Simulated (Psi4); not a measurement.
# AlSiNH6O (SMILES O[SiH2][NH][AlH2]): M06-2X/6-31G(d) (spherical functions)

Aim: the energy change on altering one bond length of AlSiNH6O at M06-2X/6-31G* (spherical functions), from 2 runs. 

The results are computed with Psi4 1.11.

4 further runs of the same task are left out: 3 that didn't finish, 1 set aside as unsound or not needed.

## 1. The structure to begin with

AlSiNH6O has 10 atoms, charge 0, and is taken as a singlet. As SMILES, `O[SiH2][NH][AlH2]`. The shape is that of a PBE0-D4/def2-TZVP optimisation. This is one conformer, not always the lowest.

Bond lengths: O1–Si2 1.650 Å, Si2–N3 1.711 Å, N3–Al4 1.785 Å, O1–H5 0.958 Å, Si2–H6 1.486 Å, Si2–H7 1.491 Å, N3–H8 1.013 Å, Al4–H9 1.580 Å, Al4–H10 1.583 Å. Some angles: O1–Si2–N3 109.6°, Si2–N3–Al4 128.8°, O1–Si2–H6 111.3°, O1–Si2–H7 107.7°, N3–Si2–H6 106.5°, N3–Si2–H7 112.1°, Si2–O1–H5 117.1°, Si2–N3–H8 114.7°, Al4–N3–H8 116.5°, N3–Al4–H9 118.3°.

## 2. Energy and forces at M06-2X/6-31G(d) (spherical functions)

alh6nosi.in reads:

```
memory 2.2 GB

molecule {
  0 1
  O
  Si 1 1.649713
  N 2 1.710599 1 109.55935
  Al 3 1.784819 2 128.78127 1 -108.97112
  H 1 0.958065 2 117.09347 3 -154.70439
  H 2 1.485803 1 111.28787 5 87.74533
  H 2 1.491382 6 109.68107 3 -121.50782
  H 3 1.012732 2 114.66012 6 -172.29269
  H 4 1.579797 3 118.34447 8 -178.30513
  H 4 1.58314 9 124.3184 3 179.37586
  symmetry c1
}

set basis 6-31G*
set reference rks
set puream true
set e_convergence 1e-09
set d_convergence 1e-08
set scf_type pk
set dft_radial_points 99
set dft_spherical_points 590

e_tot, wfn = gradient("m06-2x", return_wfn=True)
```

Run with:

```console
psi4 -n 1 alh6nosi.in alh6nosi.out
```

alh6nosi.out:

```text
[...]
  Running in c1 symmetry.
[...]
  Nuclear repulsion =  207.762865747982545
[...]
  Multiplicity = 1
[...]
  Nalpha       = 24
  Nbeta        = 24
[...]
    Number of basis functions: 76
[...]
   @RKS iter   1:  -665.15553584691850   -5.43791e-01   1.06784e-02 ADIIS/DIIS
[...]
   @RKS iter  11:  -665.44008734928821   -2.50111e-12   4.72513e-09 DIIS
[...]
    Orbital Energies [Eh]
    ---------------------
    Doubly Occupied:
       1A    -67.023906     2A    -56.840669     3A    -19.626538
       4A    -14.728858     5A     -5.565389     6A     -4.373649
       7A     -3.874137     8A     -3.873571     9A     -3.872930
      10A     -2.876191    11A     -2.871632    12A     -2.870971
      13A     -1.114857    14A     -0.924919    15A     -0.631858
      16A     -0.552024    17A     -0.521948    18A     -0.475739
      19A     -0.436388    20A     -0.416099    21A     -0.387483
      22A     -0.364493    23A     -0.350504    24A     -0.334790
[...]
  @RKS Final Energy:  -665.44008734928821
   => Energetics <=
    Nuclear Repulsion Energy =            207.7628657479825449
    One-Electron Energy =               -1334.2474953388273207
    Two-Electron Energy =                 488.3741545248300326
    DFT Exchange-Correlation Energy =     -27.3296122832733808
    Empirical Dispersion Energy =           0.0000000000000000
    VV10 Nonlocal Energy =                  0.0000000000000000
    Total Energy =                       -665.4400873492882056
[...]
 Multipole Moments:
 ------------------------------------------------------------------------------------
     Multipole            Electronic (a.u.)      Nuclear  (a.u.)        Total (a.u.)
 ------------------------------------------------------------------------------------
 L = 1.  Multiply by 2.5417464519 to convert [e a0] to [Debye]
 Dipole X            :         -0.2971729            0.8328509            0.5356780
 Dipole Y            :         -1.6781053            1.9409121            0.2628068
 Dipole Z            :         -0.2278743            0.1449328           -0.0829416
 Magnitude           :                                                    0.6024099
[...]
  -Total Gradient:
     Atom            X                  Y                   Z
    ------   -----------------  -----------------  -----------------
       1        0.001972735800     0.005425655436     0.004510006317
       2        0.001528756013    -0.007774221731    -0.004952250701
       3        0.000034806837     0.001879264370    -0.001892004844
       4        0.003280119636     0.001949449673    -0.001705232730
       5       -0.002467675389    -0.005477680125     0.003256054554
       6       -0.001643762485     0.000886310343    -0.000183779703
       7        0.001139358851     0.000735107576     0.000019273637
       8       -0.003390200737     0.002573354284     0.000808903263
       9       -0.000681477275     0.000327680470     0.000077340147
      10        0.000142459298    -0.000721755528     0.000179558505
[...]
```

Wall time 27 s (1 thread of Intel Xeon 6975P-C (Granite Rapids), shared host); peak memory 1.6 GiB.

## 3. The distorted shape: the energy at M06-2X/6-31G(d) (spherical functions)

input.json reads:

```json
{
  "schema_name": "qcschema_input",
  "schema_version": 1,
  "molecule": {
    "schema_name": "qcschema_molecule",
    "schema_version": 2,
    "symbols": ["O", "Si", "N", "Al", "H", "H", "H", "H", "H", "H"],
    "geometry": [-3.69867024, -0.88838671, -1.71151739, -1.35389806, 1.12927388, -1.32431251, 1.04586514, -0.29973702, 0.30311963, 2.06631725, 0.24355924, 3.47162342, -4.79924673, -0.61267567, -3.12238692, -2.15438605, 3.34006447, 0.21033408, -0.53413487, 1.99363461, -3.87846634, 2.19094847, -2.13123312, -0.93163498, 0.69645478, 2.37025702, 5.05691467, 4.31905976, -1.43716317, 4.49661087],
    "molecular_charge": 0,
    "molecular_multiplicity": 1,
    "fix_symmetry": "c1",
    "fix_com": true,
    "fix_orientation": true
  },
  "driver": "energy",
  "model": {
    "method": "m06-2x",
    "basis": "6-31G*"
  },
  "keywords": {
    "reference": "rks",
    "puream": true,
    "e_convergence": 1e-09,
    "d_convergence": 1e-08,
    "scf_type": "pk",
    "dft_radial_points": 99,
    "dft_spherical_points": 590
  }
}
```

Run with:

```console
psi4 --qcschema input.json -n 1 --memory 2200MB
```

stdout:

```text
[...]
  Running in c1 symmetry.
[...]
  Nuclear repulsion =  206.269179669886512
[...]
  Multiplicity = 1
[...]
  Nalpha       = 24
  Nbeta        = 24
[...]
    Number of basis functions: 76
[...]
   @RKS iter   1:  -665.09335635396894   -6.33885e-01   1.07392e-02 ADIIS/DIIS
[...]
   @RKS iter  11:  -665.39897348241470   -7.61702e-12   7.70321e-09 DIIS
[...]
    Orbital Energies [Eh]
    ---------------------
    Doubly Occupied:
       1A    -67.023830     2A    -56.840347     3A    -19.625542
       4A    -14.751887     5A     -5.565179     6A     -4.373092
       7A     -3.873922     8A     -3.873377     9A     -3.872721
      10A     -2.875630    11A     -2.871153    12A     -2.870385
      13A     -1.113838    14A     -0.891069    15A     -0.624306
      16A     -0.538396    17A     -0.498656    18A     -0.469115
      19A     -0.431301    20A     -0.413788    21A     -0.385268
      22A     -0.362318    23A     -0.348979    24A     -0.331855
[...]
  @RKS Final Energy:  -665.39897348241470
   => Energetics <=
    Nuclear Repulsion Energy =            206.2691796698865119
    One-Electron Energy =               -1331.3839837235861978
    Two-Electron Energy =                 487.0015759515868012
    DFT Exchange-Correlation Energy =     -27.2857453803018899
    Empirical Dispersion Energy =           0.0000000000000000
    VV10 Nonlocal Energy =                  0.0000000000000000
    Total Energy =                       -665.3989734824147035
[...]
 Multipole Moments:
 ------------------------------------------------------------------------------------
     Multipole            Electronic (a.u.)      Nuclear  (a.u.)        Total (a.u.)
 ------------------------------------------------------------------------------------
 L = 1.  Multiply by 2.5417464519 to convert [e a0] to [Debye]
 Dipole X            :         14.6705849          -14.6420592            0.0285258
 Dipole Y            :        -13.3510196           13.2937358           -0.0572838
 Dipole Z            :        -17.4793248           16.8517990           -0.6275258
 Magnitude           :                                                    0.6307803
[...]
```

The result, in JSON:

```text
{
 "driver": "energy",
 "model": {
  "method": "m06-2x",
  "basis": "6-31G*"
 },
 "success": true,
 "return_result": -665.3989734824147,
 "properties": {
  "calcinfo_nbasis": 76,
  "calcinfo_nmo": 76,
  "calcinfo_nalpha": 24,
  "calcinfo_nbeta": 24,
  "calcinfo_natom": 10,
  "nuclear_repulsion_energy": 206.2691796698865,
  "return_energy": -665.3989734824147,
  "scf_one_electron_energy": -1331.3839837235862,
  "scf_two_electron_energy": 487.0015759515868,
  "scf_xc_energy": -27.28574538030189,
  "scf_dipole_moment": [0.0285257720349108, -0.05728381465208088, -0.6275257996244292],
  "scf_total_energy": -665.3989734824147,
  "scf_iterations": 11
 }
}
```

Wall time 24 s (1 thread of Intel Xeon 6975P-C (Granite Rapids), shared host); peak memory 1.5 GiB.

## 4. Outcome

At M06-2X/6-31G* (spherical functions):

| quantity | value |
| --- | --- |
| first shape: total energy | -665.44009 Eh |
| first shape: dipole moment | 1.53 D |
| first shape: HOMO energy | -9.11 eV |
| first shape: LUMO energy | -0.19 eV |
| first shape: HOMO–LUMO gap | 8.92 eV |
| first shape: largest force on an atom | 0.480 eV/Å |
| distorted shape: total energy | -665.39897 Eh |
| distorted shape: dipole moment | 1.60 D |
| distorted shape: HOMO energy | -9.03 eV |
| distorted shape: LUMO energy | -0.16 eV |
| distorted shape: HOMO–LUMO gap | 8.87 eV |
| energy change with the N3–H8 bond stretched from 1.013 to 1.317 Å | 1.119 eV |

**Reading.** With the N3–H8 bond stretched from 1.013 to 1.317 Å the energy rises by 1.12 eV (108 kJ/mol). The first shape isn't relaxed at this level, so the change isn't measured from a minimum. The largest force (first shape) is 0.48 eV/Å: the shape isn't a stationary point for this species at this level.
